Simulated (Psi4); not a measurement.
# CH4ClGeO (SMILES [CH3][Ge]([OH])[Cl]): UCCSD/6-31G(d) (spherical functions)

What is the energy change on altering one bond length of CH4ClGeO at UCCSD/6-31G* (spherical functions)? 

Program for the calculation: Psi4 1.11.

3 further runs of the same task are left out: 3 set aside as unsound or not needed. Runs told in other sessions of the task aren't counted.

## 1. The molecule

The species is CH4ClGeO (8 atoms), meant as a doublet with charge 0. As SMILES, `[CH3][Ge]([OH])[Cl]`. The shape is that of a PBE0-D4/def2-TZVP optimisation. This is one conformer, not always the lowest.

Bond lengths: C1–Ge2 1.958 Å, Ge2–O3 1.780 Å, Ge2–Cl4 2.184 Å, C1–H5 1.090 Å, C1–H6 1.092 Å, C1–H7 1.089 Å, O3–H8 0.961 Å. Angles: C1–Ge2–O3 104.8°, C1–Ge2–Cl4 109.0°, O3–Ge2–Cl4 106.9°, Ge2–C1–H5 109.2°, Ge2–C1–H6 107.2°, Ge2–C1–H7 109.9°, Ge2–O3–H8 113.2°, H5–C1–H6 110.0°, H5–C1–H7 110.2°, H6–C1–H7 110.2°.

## 2. The energy at UCCSD/6-31G(d) (spherical functions)

run.py reads:

```python
import psi4

psi4.set_memory('2200 MB')
psi4.set_num_threads(1)
psi4.core.set_output_file('psi4.out', False)

molecule = psi4.geometry("""
0 2
C
Ge 1 1.958491
O 2 1.779622 1 104.76059
Cl 2 2.18426 3 106.92189 1 115.56571
H 1 1.089691 2 109.18388 3 -62.43092
H 1 1.091562 5 110.03044 2 -117.36541
H 1 1.088647 5 110.24031 6 -121.80775
H 3 0.961049 2 113.17139 1 -160.4348
units angstrom
symmetry c1
no_reorient
no_com
""")

options = {'basis': '6-31G*', 'reference': 'uhf', 'puream': True, 'e_convergence': 1e-09, 'd_convergence': 1e-08, 'scf_type': 'pk', 'num_frozen_docc': 16, 'maxiter': 100}
psi4.set_options(options)

e_tot = psi4.energy('ccsd', molecule=molecule)
print('E =', round(e_tot, 9))
```

The run is started by

```console
$ python run.py
```

psi4.out:

```text
[...]
  Running in c1 symmetry.
[...]
  Nuclear repulsion =  363.285780138025018
[...]
  Multiplicity = 2
[...]
  Nalpha       = 34
  Nbeta        = 33
[...]
    Number of basis functions: 86
[...]
   @UHF iter   1: -2648.61759891612019   -3.66750e+00   2.68632e-02 DIIS/ADIIS
[...]
   @UHF iter  16: -2649.65852341767641   -6.82121e-12   6.68359e-09 DIIS
[...]
   @S^2 Observed:                7.570688921E-01
[...]
    Orbital Energies [Eh]
    ---------------------
    Alpha Occupied:
       1A   -405.293434     2A   -104.798714     3A    -52.226682
       4A    -46.317895     5A    -46.316375     6A    -46.315391
       7A    -20.570944     8A    -11.241005     9A    -10.538723
      10A     -8.008138    11A     -8.004326    12A     -8.004004
      13A     -7.257163    14A     -5.233346    15A     -5.229788
      16A     -5.226823    17A     -1.687623    18A     -1.684064
      19A     -1.681042    20A     -1.679169    21A     -1.678051
      22A     -1.330145    23A     -1.079361    24A     -0.970404
      25A     -0.728760    26A     -0.634882    27A     -0.589947
      28A     -0.581445    29A     -0.543173    30A     -0.525176
      31A     -0.491829    32A     -0.460106    33A     -0.449574
      34A     -0.343394
[...]
  @UHF Final Energy: -2649.65852341767641
   => Energetics <=
    Nuclear Repulsion Energy =            363.2857801380250180
    One-Electron Energy =               -4411.0396758948354545
    Two-Electron Energy =                1398.0953723391342010
    Total Energy =                      -2649.6585234176764061
  UHF NO Occupations:
  HONO-2 :   32  A 1.9991800
  HONO-1 :   33  A 1.9979533
  HONO-0 :   34  A 1.0000000
  LUNO+0 :   35  A 0.0020467
  LUNO+1 :   36  A 0.0008200
[...]
 Multipole Moments:
 ------------------------------------------------------------------------------------
     Multipole            Electronic (a.u.)      Nuclear  (a.u.)        Total (a.u.)
 ------------------------------------------------------------------------------------
 L = 1.  Multiply by 2.5417464519 to convert [e a0] to [Debye]
 Dipole X            :          2.3421658           -1.6435446            0.6986212
 Dipole Y            :          2.6120619           -2.5595423            0.0525196
 Dipole Z            :          5.5080038           -5.7336452           -0.2256413
 Magnitude           :                                                    0.7360325
[...]
      * MP2 total energy                      = -2650.330541202235509
[...]
      * CCSD total energy                     = -2650.353200223684780
```

The script printed:

```text
E = -2650.353200224
```

It took 44 s on 1 thread of Intel Xeon 6975P-C (Granite Rapids), shared host; peak memory 0.49 GiB.

## 3. The distorted shape

ch4clgeo.dat reads:

```
memory 2.2 GB

molecule {
  0 2
  C     -0.342823     1.520425    -0.228087
  Ge    -1.074323    -0.268175     0.090513
  O      0.714600    -1.504600     0.880000
  Cl    -1.659923    -1.146775    -1.821587
  H      0.006677     1.937725     0.715913
  H      0.494077     1.407925    -0.919787
  H     -1.107623     2.161525    -0.663087
  H      0.584600    -2.453200     0.797100
  symmetry c1
  no_reorient
  no_com
}

set {
  basis 6-31G*
  reference uhf
  puream true
  e_convergence 1e-09
  d_convergence 1e-08
  scf_type pk
  num_frozen_docc 16
  maxiter 100
}

energy_value = energy("ccsd")
```

The run is started by

```console
$ psi4 ch4clgeo.dat ch4clgeo.out -n 1
```

ch4clgeo.out:

```text
[...]
  Running in c1 symmetry.
[...]
  Nuclear repulsion =  339.881612283033803
[...]
  Multiplicity = 2
[...]
  Nalpha       = 34
  Nbeta        = 33
[...]
    Number of basis functions: 86
[...]
   @UHF iter   1: -2648.51254521811552   -4.14700e+00   2.68010e-02 ADIIS/DIIS
[...]
   @UHF iter  26: -2649.59672264955043   -9.09495e-13   7.60499e-09 DIIS
[...]
   @S^2 Observed:                9.450140966E-01
[...]
    Orbital Energies [Eh]
    ---------------------
    Alpha Occupied:
       1A   -405.297547     2A   -104.801128     3A    -52.231024
       4A    -46.321793     5A    -46.320430     6A    -46.319170
       7A    -20.599980     8A    -11.241688     9A    -10.541095
      10A     -8.009869    11A     -8.006854    12A     -8.006123
      13A     -7.257260    14A     -5.233081    15A     -5.229344
      16A     -5.224460    17A     -1.684804    18A     -1.682900
      19A     -1.678711    20A     -1.677773    21A     -1.676219
      22A     -1.333069    23A     -1.079092    24A     -0.971250
      25A     -0.683305    26A     -0.635004    27A     -0.590356
      28A     -0.588061    29A     -0.568759    30A     -0.516609
      31A     -0.495768    32A     -0.464990    33A     -0.456300
      34A     -0.351771
[...]
  @UHF Final Energy: -2649.59672264955043
   => Energetics <=
    Nuclear Repulsion Energy =            339.8816122830338031
    One-Electron Energy =               -4364.2533002784584824
    Two-Electron Energy =                1374.7749653458740795
    Total Energy =                      -2649.5967226495504292
  UHF NO Occupations:
  HONO-2 :   32  A 1.9987766
  HONO-1 :   33  A 1.9008529
  HONO-0 :   34  A 1.0000000
  LUNO+0 :   35  A 0.0991471
  LUNO+1 :   36  A 0.0012234
[...]
 Multipole Moments:
 ------------------------------------------------------------------------------------
     Multipole            Electronic (a.u.)      Nuclear  (a.u.)        Total (a.u.)
 ------------------------------------------------------------------------------------
 L = 1.  Multiply by 2.5417464519 to convert [e a0] to [Debye]
 Dipole X            :        111.2844037         -111.4171828           -0.1327791
 Dipole Y            :         53.3482871          -52.7933733            0.5549139
 Dipole Z            :         42.9085445          -42.4601543            0.4483902
 Magnitude           :                                                    0.7256814
[...]
      * MP2 total energy                      = -2650.255283697441882
[...]
      * CCSD total energy                     = -2650.296357906213416
[...]
```

Wall time 53 s (1 thread of Intel Xeon 6975P-C (Granite Rapids), shared host); peak memory 0.49 GiB.

## 4. Outcome

Level: UCCSD/6-31G* (spherical functions), 16 core orbitals frozen.

```
                                                                   quantity           value
                                                  first shape: total energy  -2650.35320 Eh
    first shape: HOMO energy (Hartree–Fock orbitals) (highest over α and β)        -9.34 eV
     first shape: LUMO energy (Hartree–Fock orbitals) (lowest over α and β)         0.68 eV
                  first shape: correlation energy (16 core orbitals frozen)      -694.7 mEh
                             first shape: ⟨S²⟩ of the reference determinant           0.757
                                                 first shape: T1 diagnostic           0.018
                                              distorted shape: total energy  -2650.29636 Eh
distorted shape: HOMO energy (Hartree–Fock orbitals) (highest over α and β)        -9.52 eV
 distorted shape: LUMO energy (Hartree–Fock orbitals) (lowest over α and β)         0.31 eV
              distorted shape: correlation energy (16 core orbitals frozen)      -699.6 mEh
                         distorted shape: ⟨S²⟩ of the reference determinant           0.945
                                             distorted shape: T1 diagnostic           0.050
         energy change with the Ge2–O3 bond stretched from 1.780 to 2.313 Å        1.547 eV
```

In words: With the Ge2–O3 bond stretched from 1.780 to 2.313 Å the energy rises by 1.55 eV (149 kJ/mol). The first shape isn't relaxed at this level, so the change isn't measured from a minimum. With no_com the log's rotational constants are taken about the origin, not the centre of mass, so they aren't the molecule's. ⟨S²⟩ (distorted shape) is 0.95 where a pure doublet has 0.75: the reference is spin-contaminated. The T1 diagnostic (distorted shape) of 0.050 is above the customary mark for such species, so a single reference may not serve.
